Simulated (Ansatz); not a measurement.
# C2H5BGaN: basis-set convergence

One table from this session's results is given with a row withheld; the runs are named, their logs left out.

The runs use Ansatz 0.2.0, Gaussian basis; one geometry, several basis sets.

The runs, in order: PBE0-D4/def2-SVP; ωB97M-V/def2-SVP; PBE0-D4/def2-QZVPP; ωB97M-V/def2-QZVPP; the functionals' def2-TZVPP values are taken from earlier runs.

### The relaxed structure

The geometry comes from an earlier relaxation with PBE0-D4 in a triple-zeta def2 set; it is a stationary point, not always the lowest conformer.

SMILES `N#CC[BH][GaH2]`, 10 atoms, charge 0, spin multiplicity 1.

Atoms are counted from 1 here; the program's logs count them from 0.

Bond lengths: N1–C2 1.151 Å, C2–C3 1.449 Å, C3–B4 1.578 Å, C3–H6 1.098 Å, C3–H7 1.098 Å, B4–Ga5 2.082 Å, B4–H8 1.200 Å, Ga5–H9 1.572 Å, Ga5–H10 1.572 Å. Angles: N1–C2–C3 176.0°, C2–C3–B4 114.5°, C2–C3–H6 110.0°, C2–C3–H7 110.0°, B4–C3–H6 108.7°, B4–C3–H7 108.5°, H6–C3–H7 104.7°, C3–B4–Ga5 122.7°, C3–B4–H8 114.3°, Ga5–B4–H8 123.0°, B4–Ga5–H9 121.4°, B4–Ga5–H10 121.4°, H9–Ga5–H10 117.2°.

The first run:

in.yaml reads:

```yaml
crystal:
  periodic: [false, false, false]
  atoms:
    - {symbol: N, position_ang: [0.692397, -0.033522, 2.493125]}
    - {symbol: C, position_ang: [0.590222, -0.600589, 1.496948]}
    - {symbol: C, position_ang: [0.424448, -1.228679, 0.201947]}
    - {symbol: B, position_ang: [-0.168285, -0.283331, -0.914124]}
    - {symbol: Ga, position_ang: [-0.665015, 1.706654, -0.557018]}
    - {symbol: H, position_ang: [-0.220474, -2.113032, 0.293363]}
    - {symbol: H, position_ang: [1.387770, -1.622385, -0.149768]}
    - {symbol: H, position_ang: [-0.306696, -0.809320, -1.983715]}
    - {symbol: H, position_ang: [-2.110118, 2.121232, -0.097755]}
    - {symbol: H, position_ang: [0.375761, 2.862973, -0.783001]}
basis:
  gaussian: {orbitals: def2-SVP}
hamiltonian: {xc: pbe0, dispersion: d4}
output: {orbitals: {seedname: orbitals}}
```

On the command line:

```console
$ ansatz run in.yaml --threads 4 --pin off --events-out ev --progress --plain --max-ram 10444MiB
```

Steps of the session up to this table: PBE0-D4 in def2-SVP; ωB97M-V in def2-SVP; PBE0-D4 in def2-QZVPP; ωB97M-V in def2-QZVPP.

One table of the session follows, with a row left open; its other results are not shown here.

It belongs to the step «Functionals by basis». 

```
functional       basis  HOMO (eV)  LUMO (eV)
   PBE0-D4    def2-SVP      -7.74      -2.25
   PBE0-D4  def2-TZVPP      -7.78      -2.33
   PBE0-D4  def2-QZVPP      -7.78      -2.34
   ωB97M-V    def2-SVP          ?          ?
   ωB97M-V  def2-TZVPP      -9.92      -0.36
   ωB97M-V  def2-QZVPP      -9.93      -0.39
```

Estimate the missing values for ωB97M-V, def2-SVP.

The run gave: HOMO (eV): -9.85; LUMO (eV): -0.20. In the column «HOMO (eV)» it lies between ωB97M-V, def2-TZVPP (-9.92) and PBE0-D4, def2-TZVPP (-7.78).
